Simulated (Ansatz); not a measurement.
What does this script print? It uses the Python package of Ansatz (0.2.0).

Script `deck.py`:
```python
'''Run C3H7BS from an input written out key by key.'''

import ansatz as az

DECK = '''
crystal:
  periodic: [false, false, false]
  atoms:
    - { symbol: C, position_ang: [-1.6483, 1.0193, 0.478] }
    - { symbol: C, position_ang: [-1.5792, -0.2784, 0.1691] }
    - { symbol: B, position_ang: [-0.2764, -1.134, 0.3732] }
    - { symbol: S, position_ang: [1.3125, -0.3962, 1.0869] }
    - { symbol: C, position_ang: [1.9682, 0.0996, -0.5366] }
    - { symbol: H, position_ang: [-0.799, 1.5549, 0.8903] }
    - { symbol: H, position_ang: [-2.5731, 1.5632, 0.3158] }
    - { symbol: H, position_ang: [-2.454, -0.7714, -0.2426] }
    - { symbol: H, position_ang: [-0.2876, -2.2753, 0.0694] }
    - { symbol: H, position_ang: [2.9559, 0.5837, -0.3935] }
    - { symbol: H, position_ang: [2.0982, -0.7908, -1.1871] }
    - { symbol: H, position_ang: [1.2828, 0.8254, -1.0228] }
basis:
  gaussian: { orbitals: def2-SVP }
hamiltonian:
  xc: b3lyp
'''

session = az.Session.from_yaml(DECK)
report = session.plan(threads=1).execute().report

print(f'E = {report["free_energy_ev"]:.6f} eV = {report["free_energy_ev"] / 27.211386246:.7f} Ha')
print('converged:', report['converged'], ' doubts:', report['published_state_doubts'] or 'none')
symbols = ['C', 'C', 'B', 'S', 'C', 'H', 'H', 'H', 'H', 'H', 'H', 'H']
field = report['mean_field']
print('<S^2> =', round(abs(field['state']['spin_squared']), 4), ' all-electron relativity setting:', field['relativity'])
print('passes:', field['passes'])
if 'symmetry' in field:
    print('occupied orbitals by irrep:', field['symmetry']['occupied'])
```

```console
$ python deck.py
E = -14730.528318 eV = -541.3369310 Ha
converged: True  doubts: none
<S^2> = 0.0  all-electron relativity setting: none
passes: {'evaluations': 15, 'products': 13}
occupied orbitals by irrep: [{'A': 23}, {'A': 23}]
```

What to keep in mind:
- Total energies depend on the basis set; only differences at equal settings carry meaning.
- The geometry is a force-field or estimated start, not a minimum of this method, and the basis set is short of its limit.
- b3lyp holds the VWN-RPA fit, as in Gaussian; the form of ORCA and Turbomole is b3lyp5.
- Timing: 3.6 s on 1 thread of Arm Neoverse V1 (shared host), peak memory 0.24 GiB.

(Lines on the test bed's own set-up are left out of the output.)
